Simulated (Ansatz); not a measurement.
**CBrClFI: small, medium and large basis sets**

One table from this session's results is given with a row withheld; the runs are named, their logs left out.

Computed with Ansatz 0.2.0, Gaussian basis. Level: one geometry, several basis sets.

The runs, in order: PBE0-D4/def2-SVP; ωB97M-V/def2-SVP; PBE0-D4/def2-QZVPP; ωB97M-V/def2-QZVPP; the functionals' def2-TZVPP values are taken from earlier runs.

### The geometry

All runs share one geometry, relaxed beforehand with PBE0-D4 in a triple-zeta def2 set. I takes the def2 core potential; no spin-orbit term is included.

SMILES `FC(Cl)(Br)I`, 5 atoms, charge 0, spin multiplicity 1.

Atoms are counted from 1 here; the program's logs count them from 0.

Bond lengths: F1–C2 1.334 Å, C2–Cl3 1.753 Å, C2–Br4 1.937 Å, C2–I5 2.155 Å. Angles: F1–C2–Cl3 108.7°, F1–C2–Br4 108.1°, F1–C2–I5 108.2°, Cl3–C2–Br4 110.4°, Cl3–C2–I5 110.8°, Br4–C2–I5 110.6°.

The first run:

in.yaml

```yaml
crystal:
  periodic: [false, false, false]
  atoms:
    - {symbol: F, position_ang: [1.269683, -0.586140, -0.393398]}
    - {symbol: C, position_ang: [0.084230, -0.110154, -0.009892]}
    - {symbol: Cl, position_ang: [-0.401499, -0.928497, 1.462325]}
    - {symbol: Br, position_ang: [-1.190909, -0.457321, -1.426208]}
    - {symbol: I, position_ang: [0.288294, 2.008413, 0.325872]}
basis:
  gaussian: {orbitals: def2-SVP}
hamiltonian: {xc: pbe0, dispersion: d4}
output: {orbitals: {seedname: orbitals}}
```

Launch:

```bash
ansatz run in.yaml --threads 4 --pin off --events-out ev --progress --plain --max-ram 10444MiB
```

Steps of the session up to this table: PBE0-D4 in def2-SVP; ωB97M-V in def2-SVP; PBE0-D4 in def2-QZVPP; ωB97M-V in def2-QZVPP.

One table of the session follows, with a row left open; its other results are not shown here.

It belongs to the step «Functionals by basis». 

```
functional       basis  HOMO (eV)  LUMO (eV)
   PBE0-D4    def2-SVP      -7.79      -2.32
   PBE0-D4  def2-TZVPP      -7.88      -2.46
   PBE0-D4  def2-QZVPP      -7.90      -2.51
   ωB97M-V    def2-SVP          ?          ?
   ωB97M-V  def2-TZVPP     -10.04      -0.41
   ωB97M-V  def2-QZVPP     -10.06      -0.49
```

Estimate the missing values for ωB97M-V, def2-SVP.

**Answer.** HOMO (eV): -9.92; LUMO (eV): -0.19. In the column «HOMO (eV)» it lies between ωB97M-V, def2-TZVPP (-10.04) and PBE0-D4, def2-QZVPP (-7.90).
